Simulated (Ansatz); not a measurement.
# AlCu4: properties at the relaxed cell

The task here is to estimate one member of a computed series from the others.

Method: DFT PBEsol, scalar-relativistic, plane waves, PAW, in Ansatz 0.2.0.

### The structure to begin with

The structure is cubic, space group P2_13 (No. 198). Conventional cell: a = 6.225 Å, b = 6.225 Å, c = 6.225 Å, α = 90.00°, β = 90.00°, γ = 90.00°. Al (site symmetry 3) is surrounded by 12 Cu at 2.35 to 2.63 Å. Cu (site symmetry 3) has 3 Al at 2.35 Å and 9 Cu at 2.50 to 2.64 Å in its first shell of neighbours. Cu (site symmetry 1) is surrounded by 9 Cu at 2.50 to 2.64 Å and 3 Al at 2.52 to 2.63 Å.

Coordinates:

```xyz
20
Lattice="6.2247 0.0000 0.0000 0.0000 6.2247 0.0000 0.0000 0.0000 6.2247" Properties=species:S:1:pos:R:3 pbc="T T T"
Al    2.7377    5.8500    3.4870
Al    5.8500    3.4870    2.7377
Al    3.4870    2.7377    5.8500
Al    0.3747    0.3747    0.3747
Cu    5.0343    1.9219    1.1904
Cu    1.9219    1.1904    5.0343
Cu    1.1904    5.0343    1.9219
Cu    4.3028    4.3028    4.3028
Cu    0.2939    5.4488    4.3625
Cu    1.8622    3.4063    3.8882
Cu    2.3365    4.9745    5.9308
Cu    3.4063    3.8882    1.8622
Cu    4.9745    5.9308    2.3365
Cu    5.4488    4.3625    0.2939
Cu    5.9308    2.3365    4.9745
Cu    4.3625    0.2939    5.4488
Cu    3.8882    1.8622    3.4063
Cu    2.8184    0.7759    1.2502
Cu    1.2502    2.8184    0.7759
Cu    0.7759    1.2502    2.8184
```

It goes back to an entry of the Materials Project, which need not be the stable form.

This cell was relaxed beforehand with the same method: volume 12.06 Å³/atom, gap on the mesh none (metal).

The first run:

File input.yaml:

```yaml
crystal:
  lattice:
    - [6.161795451, 0.0, 0.0]
    - [0.0, 6.161795451, 0.0]
    - [0.0, 0.0, 6.161795451]
  atoms:
    - { symbol: Al, position: [0.4398103927, 0.9398103927, 0.5601896073] }
    - { symbol: Al, position: [0.9398103927, 0.5601896073, 0.4398103927] }
    - { symbol: Al, position: [0.5601896073, 0.4398103927, 0.9398103927] }
    - { symbol: Al, position: [0.0601896073, 0.0601896073, 0.0601896073] }
    - { symbol: Cu, position: [0.8087586162, 0.3087586162, 0.1912413838] }
    - { symbol: Cu, position: [0.3087586162, 0.1912413838, 0.8087586162] }
    - { symbol: Cu, position: [0.1912413838, 0.8087586162, 0.3087586162] }
    - { symbol: Cu, position: [0.6912413838, 0.6912413838, 0.6912413838] }
    - { symbol: Cu, position: [0.0472190257, 0.8753537097, 0.7008432651] }
    - { symbol: Cu, position: [0.2991567349, 0.5472190257, 0.6246462903] }
    - { symbol: Cu, position: [0.3753537097, 0.7991567349, 0.9527809743] }
    - { symbol: Cu, position: [0.5472190257, 0.6246462903, 0.2991567349] }
    - { symbol: Cu, position: [0.7991567349, 0.9527809743, 0.3753537097] }
    - { symbol: Cu, position: [0.8753537097, 0.7008432651, 0.0472190257] }
    - { symbol: Cu, position: [0.9527809743, 0.3753537097, 0.7991567349] }
    - { symbol: Cu, position: [0.7008432651, 0.0472190257, 0.8753537097] }
    - { symbol: Cu, position: [0.6246462903, 0.2991567349, 0.5472190257] }
    - { symbol: Cu, position: [0.4527809743, 0.1246462903, 0.2008432651] }
    - { symbol: Cu, position: [0.2008432651, 0.4527809743, 0.1246462903] }
    - { symbol: Cu, position: [0.1246462903, 0.2008432651, 0.4527809743] }
basis:
  ecutwfc: 420
kpoints:
  mp_grid: { grid: [6, 6, 6] }
hamiltonian:
  xc: pbesol
scf:
  occupations: { method: gaussian, width: 0.1 }
output:
  forces: true
  stress: true
  eigenvalues: true
  write_density: true
  write_potential: true
  elf: true
  volumetric_format: npy
relax:
  adjacent_minimum: "off"
  f_tol: 0.01
  max_steps: 30
```

Run with:

```
> ansatz run input.yaml --threads 4 --pin off --max-ram 10240MiB --backend cpu --events-out ev --progress --plain --runs-dir out
```

Among the steps run: Volume × 0.97; The cell scaled to 1.03 of its volume; Volume × 0.94; The cell scaled to 1.06 of its volume; Point at V/V0 = 0.91; Volume × 1.10; Volume × 0.88.

One table of the session follows, with a row left open; its other results are not shown here.

It belongs to the step «Energy against volume». 

```
volume (Å³/atom)  energy above the lowest point (meV/atom)  pressure (GPa)
          10.612                                     102.1           25.55
          10.974                                      53.9           17.43
          11.336                                      22.5           10.59
          11.697                                         ?               ?
          12.059                                       0.0            0.00
          12.421                                       4.8           -4.07
          12.783                                      17.9           -7.49
          13.265                                      46.3          -11.23
```

**Question.** Estimate the row for volume (Å³/atom) = 11.697.

Worked estimate for «energy above the lowest point (meV/atom)». A straight line through the neighbours (11.336, 22.5) and (12.059, 0.0) gives 22.5 + (0.0 − 22.5) × (11.697 − 11.336) / (12.059 − 11.336) = 11.3; a parabola fitted to 4 rows on both sides gives 5.2.

**Answer.** energy above the lowest point (meV/atom): 5.3; pressure (GPa): 4.85. In «energy above the lowest point (meV/atom)» the line misses by +6.0 and the parabola by -0.1.

To keep in mind: Warnings in the runs' records: stress scf threshold loose.
